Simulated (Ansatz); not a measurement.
# Cd (bcc type): how the settings move a single-point run

How sensitive is a single-point run of Cd (bcc type) to its settings? A reference run comes first, then one run with altered input.

Method: reference: DFT, LDA, all-electron PAW with datasets made for the crystal, scalar-relativistic, in Ansatz 0.2.0.

1 further run of the same task is left out (set aside as unsound or not needed). Runs told in other sessions of the task aren't counted.

## 1. Starting point

It takes space group Im-3m (No. 229, cubic). The conventional cell has a = 2.635 Å, b = 2.635 Å, c = 2.635 Å, α = 90.00°, β = 90.00°, γ = 90.00°. Cd (site symmetry m-3m) is surrounded by 8 Cd at 2.28 Å.

Structure file:

```
Cd
1.0
    -1.31729    1.31729    1.31729
     1.31729   -1.31729    1.31729
     1.31729    1.31729   -1.31729
Cd
1
Direct
  0.00000 0.00000 0.00000
```

## 2. Reference

File input.yaml:

```yaml
crystal:
  lattice:
    - [-1.3172926284, 1.3172926284, 1.3172926284]
    - [1.3172926284, -1.3172926284, 1.3172926284]
    - [1.3172926284, 1.3172926284, -1.3172926284]
  atoms:
    - { symbol: Cd, position: [0.0, 0.0, 0.0] }
kpoints:
  mp_grid: { grid: [15, 15, 15] }
scf:
  occupations: { method: fermi_dirac, width: 0.1 }
hamiltonian:
  xc: lda
  pseudopotentials: { kind: all_electron, datasets: crystal }
output:
  forces: true
  stress: true
  eigenvalues: true
```

Started as:

```
$ ansatz run input.yaml --threads 1 --pin off --max-ram 2048MiB --backend cpu --events-out ev --progress --plain --runs-dir out
```

The main lines of its log:

```text
[...]
Basis set: ecut = 500 eV, 225 PW (Γ)
[...]
k-points: 120 of 3375
[...]
SCF iter   1: F=—  HF=-152092.299466 eV  |F-HF|=—  |Δ(HF+E_count)|=         —  Δρ=1.05e-1  dr2=7.56e-1  ethr=5.47e-3  ⟨swp⟩=3.1  Hψ=7655  notcnv=0
preconditioner: auto → none  [insulator: Δε(μ)=0.317 eV  Ē_g=25.268 eV  σ=0.100 eV  W_gap=0.65  n_scr=0 (ndim 8)  ℏωp=42.5 eV  f_vac=0.000  D(μ)=0.15/eV (n_scr^D=0)  ε∞_Penn≈3.8]
[...]
SCF iter   2: F=—  HF=-152091.948579 eV  |F-HF|=—  |Δ(HF+E_count)|=   3.51e-1  Δρ=1.92e-2  dr2=2.23e-2  ethr=1.90e-4  ⟨swp⟩=2.0  Hψ=4366  notcnv=0
[...]
SCF iter   7: F=—  HF=-152091.871544 eV  |F-HF|=—  |Δ(HF+E_count)|=  2.33e-10  Δρ=3.14e-5  dr2=1.34e-8  ethr=1.00e-12  ⟨swp⟩=1.4  Hψ=1253  notcnv=0
SCF iter   8: F=-152091.871544 eV  HF=-152091.871544 eV  |F-HF|=2.91e-11  |Δ(HF+E_count)|=   5.94e-9  Δρ=4.05e-7  dr2=5.45e-12  ethr=1.00e-12  ⟨swp⟩=3.1  Hψ=2657  notcnv=0
[...]
SCF converged after 8 iterations
Free energy (F): -152091.871546 eV
[...]
E sigma→0 (E₀):  -152091.868102 eV
[...]
Fermi energy:    46.216864 eV
[...]
  P = ⅓ Tr σ = 465.7715 GPa (4657.715 kbar)
[...]
```

Wall time 9.3 s (1 thread of Arm Neoverse V1, shared host); peak memory 0.39 GiB.

## 3. Changed: mp_grid.grid [8, 8, 8], n_extra_bands 16

Changes to input.yaml since step 2:

```diff
@@ -8,5 +8,6 @@
 kpoints:
-  mp_grid: { grid: [15, 15, 15] }
+  mp_grid: { grid: [8, 8, 8] }
 scf:
   occupations: { method: fermi_dirac, width: 0.1 }
+  n_extra_bands: 16
 hamiltonian:
```

Started as:

```
$ ansatz run input.yaml --threads 1 --pin off --max-ram 2048MiB --backend cpu --events-out ev --progress --plain --runs-dir out
```

Standard output:

```text
hamiltonian.pseudopotentials.datasets: crystal makes datasets for this crystal and solves the spheres of its atoms anew in each pass: cutoff 500.0 eV, the density's 2000.0 eV; for an error of 0.50 meV an atom under PBE, 0.5 meV for the cell; an energy difference from a run of another recipe may be off by several times the error for the cell, under r2SCAN by more, where some 0.1 meV an atom stays at smaller errors; Cd in spheres of 1.138 Å, 12 of its electrons in bands, 8 on its site; only band paths and densities of states list, in semicore columns, the levels of the semicore shells that are solved separately: 4s of Cd, 4p of Cd
scf.n_extra_bands = 16 over 6 filled bands (N_el = 12.0): the run solves 22 bands
Engine: ansatz 0.2.0
Pseudopotentials: kind: all_electron
Pseudopotential: Cd, paw, valence charge 20, recommended cutoff 500 eV (normal), Koelling and Harmon's equation, gaussian nucleus
Functional definition: SPW92
  exchange = slater_x
  correlation = pw_c
Crystal: 1 atoms, lattice volume = 9.143 Å³
Basis set: ecut = 500 eV, 225 PW (Γ)
Bands: 22, of which v1, the nominal top of the filled ones, is band 6 counted from 1 (5 counted from 0)
Symmetry: 48 space group operations
Space group: Im-3m (ITA 229), of the structure as read, at distance tolerance 2.1e-5 Å
k-points: 29 of 512
Non-local potential: Cd, projectors of the file, l = 0: 1, l = 1: 1, l = 2: 2
PAW form: soft (Blöchl's): semilocal exchange-correlation on the pseudo side does not see the compensation charge
PAW one-centre angular grid: Cd, 590 points (default); XC on its mesh's 1805 points in the sphere
Initial density: superposition of atomic densities (neutral atoms: chi_scale 0, normalization atom)
Initial wavefunctions: pseudopotential atomic-orbital guess
Functional: x = slater, c = lda
iter 1 solved again at ethr=5.44e-3 eV; its pass at ethr=1.00e-1 eV (dr2=6.53e-1 eV) is discarded
SCF iter   1: F=—  HF=-152092.283514 eV  |F-HF|=—  |Δ(HF+E_count)|=         —  Δρ=1.06e-1  dr2=7.57e-1  ethr=5.44e-3  ⟨swp⟩=3.3  Hψ=3777  notcnv=0
preconditioner: auto → none  [insulator: Δε(μ)=0.433 eV  Ē_g=48.719 eV  σ=0.100 eV  W_gap=0.71  n_scr=0 (ndim 8)  ℏωp=42.5 eV  f_vac=0.000  D(μ)=0.25/eV (n_scr^D=0)  ε∞_Penn≈1.8]
iter 2 solved again at ethr=1.78e-4 eV; its pass at ethr=5.44e-3 eV (dr2=2.14e-2 eV) is discarded
SCF iter   2: F=—  HF=-152091.933127 eV  |F-HF|=—  |Δ(HF+E_count)|=   3.50e-1  Δρ=1.89e-2  dr2=2.12e-2  ethr=1.78e-4  ⟨swp⟩=2.2  Hψ=2133  notcnv=0
SCF iter   3: F=—  HF=-152091.863588 eV  |F-HF|=—  |Δ(HF+E_count)|=   6.95e-2  Δρ=1.32e-2  dr2=1.09e-2  ethr=1.76e-4  ⟨swp⟩=2.1  Hψ=1237  notcnv=0
SCF iter   4: F=—  HF=-152091.856149 eV  |F-HF|=—  |Δ(HF+E_count)|=   7.44e-3  Δρ=5.85e-4  dr2=4.41e-6  ethr=9.12e-5  ⟨swp⟩=2.1  Hψ=1131  notcnv=0
SCF iter   5: F=—  HF=-152091.856115 eV  |F-HF|=—  |Δ(HF+E_count)|=   3.38e-5  Δρ=1.72e-4  dr2=4.82e-7  ethr=3.67e-8  ⟨swp⟩=3.0  Hψ=1157  notcnv=0
SCF iter   6: F=—  HF=-152091.856115 eV  |F-HF|=—  |Δ(HF+E_count)|=   1.31e-7  Δρ=3.43e-5  dr2=2.49e-8  ethr=4.02e-9  ⟨swp⟩=2.0  Hψ=817  notcnv=0
SCF iter   7: F=-152091.856115 eV  HF=-152091.856115 eV  |F-HF|=1.16e-10  |Δ(HF+E_count)|=   5.06e-9  Δρ=1.01e-6  dr2=4.25e-11  ethr=2.07e-10  ⟨swp⟩=2.0  Hψ=817  notcnv=0
278 of the run's printed levels, from 66.68 eV on, may lie off, as they stand: their residual norms reach 14 eV (residual_norms_ev in the JSON report holds each one's)
SCF 1 converged in 7 iterations: F = -152091.856117 eV  dr2 = 4.25e-11
  Residual-converged pass: ⟨swp⟩=2.1  Hψ=812  notcnv=0  max |occ|·‖R‖ = 3.7e-6 eV (tolerance 3.7e-6 eV)  dr2=4.48e-11  dr2_onsite=5.38e-11  max |Δocc| = 6.3e-12
SCF converged after 7 iterations
Free energy (F): -152091.856117 eV
Harris-Foulkes:  -152091.856117 eV  (|F-HF|=1.16e-10)
Internal energy: -152091.844925 eV  (E = F + TS)
E sigma→0 (E₀):  -152091.850521 eV
Entropy (-TS):   -0.011191 eV (-11.191 meV/atom)
Past the cutoff: the bands carry plane waves up to 1.75 times it, of which those up to 1.5 times it add -0.000090 eV an atom, each by itself; the spheres take 0.000160 eV an atom off the energy for waves past 1.75 times it
By the cutoff:   a pressure is off by up to 0.009 GPa (1.2 times the spheres' own share and the shells' term, over an atom's volume, and 0.004 GPa: a bound that held against runs at twice the plane waves)
Past the cutoffs: a stress includes 0.0049 GPa for waves and charges beyond them, in addition to the slope of what the spheres take
In the spheres:  the bands' charges fall short by 1.3e-6 e at most (sound up to 1e-3), those of shells solved beside the bands by 1.9e-9 e (sound up to 5e-4)
Fermi energy:    46.092450 eV
--- Per-component energies (eV) ---
  The terms above E_closure are by the made datasets' own strengths, without shells solved beside the bands.
--- Forces (eV/Å), atoms counted from 1 ---
  atom   1  Cd     0.00000000    -0.00000000     0.00000000
  max |Σ_I F_I| component: 4.60e-31 eV/Å
--- Stress (GPa, compression-positive) ---
      466.394746      -0.000000      -0.000000
        0.000000     466.394746       0.000000
       -0.000000      -0.000000     466.394746
  P = ⅓ Tr σ = 466.3947 GPa (4663.947 kbar)
  It holds what live shells' own plane waves past their cutoff add
--- Band table (eV; the first three rows and the last of 29) ---
  k-point 0: bands = ["24.8678", "28.3693", "28.3693", "28.3693", "31.4816", "31.4816", "57.6901", "57.6901", "57.6901", "71.4743", "71.4743", "75.3914", "75.3914", "75.3914", "79.9476", "79.9476", "79.9476", "88.1986", "95.6085", "95.6085"]
  k-point 1: bands = ["25.6649", "28.0673", "28.4353", "29.0357", "31.1633", "31.5061", "57.8069", "57.8754", "58.8509", "67.7328", "70.0947", "72.3727", "73.9068", "79.8769", "80.1857", "80.3365", "81.8675", "88.2250", "92.7905", "95.6926"]
  k-point 2: bands = ["26.3720", "27.3886", "29.8872", "30.8210", "30.9719", "31.6081", "55.3941", "56.6118", "61.8946", "66.3984", "67.3970", "68.2984", "71.9244", "79.7175", "81.1536", "83.0904", "85.6440", "90.3127", "94.3853", "94.5753"]
  k-point 28: bands = ["24.9341", "24.9341", "33.3978", "33.3978", "33.3978", "47.3036", "47.3036", "47.3036", "58.4598", "58.4598", "61.9011", "66.6751", "84.9874", "84.9879", "84.9879", "92.6563", "94.6494", "94.6494", "94.6494", "105.3339"]
```

It took 3.9 s on 1 thread of Arm Neoverse V1, shared host; peak memory 0.35 GiB.

Changing the k-point mesh and band count moves the energy by +15.4 meV/atom, and the pressure goes from 465.8 to 466.4 GPa. The energy is not variational in the mesh, so the sign tells nothing. The other settings changed steer the path, not the converged energy, so the shift is the mesh's. Cost: 7 SCF cycles against 8, 3.9 s against 9.3 s. The variant is not converged in its settings.

## 4. Comparison

| run | ending | energy change | pressure (GPa) | gap (eV) | force (eV/Å) | cycles | time |
| --- | --- | --- | --- | --- | --- | --- | --- |
| reference | converged | 0 | 465.8 | 0.00 | 0.00 | 8 | 9.3 s |
| 1: mp_grid.grid [8, 8, 8], n_extra_bands 16 | converged | +15.4 meV/atom | 466.4 | 0.00 | 0.00 | 7 | 3.9 s |

Residual by cycle in the longest SCF loop of each run; runs are numbered as in the table. The quantity is the density residual dr2, in eV.

```
cycle  reference    run 1
    1      0.756    0.757
    2     0.0223   0.0212
    3     0.0101   0.0109
    4     4.1e-6   4.4e-6
    5     5.1e-7   4.8e-7
    6     1.3e-8   2.5e-8
    7     1.3e-8  4.3e-11
    8    5.4e-12        -
```

What this shows: Changing the k-point mesh and band count moves the energy by +15.4 meV/atom, and the pressure goes from 465.8 to 466.4 GPa. Sampling errors of the energy have no fixed sign. The other settings changed steer the path, not the converged energy, so the shift is the mesh's. Cost: 7 SCF cycles against 8, 3.9 s against 9.3 s. The structure is not at rest: the sound run finds 466 GPa, so these are no properties of the relaxed crystal. 
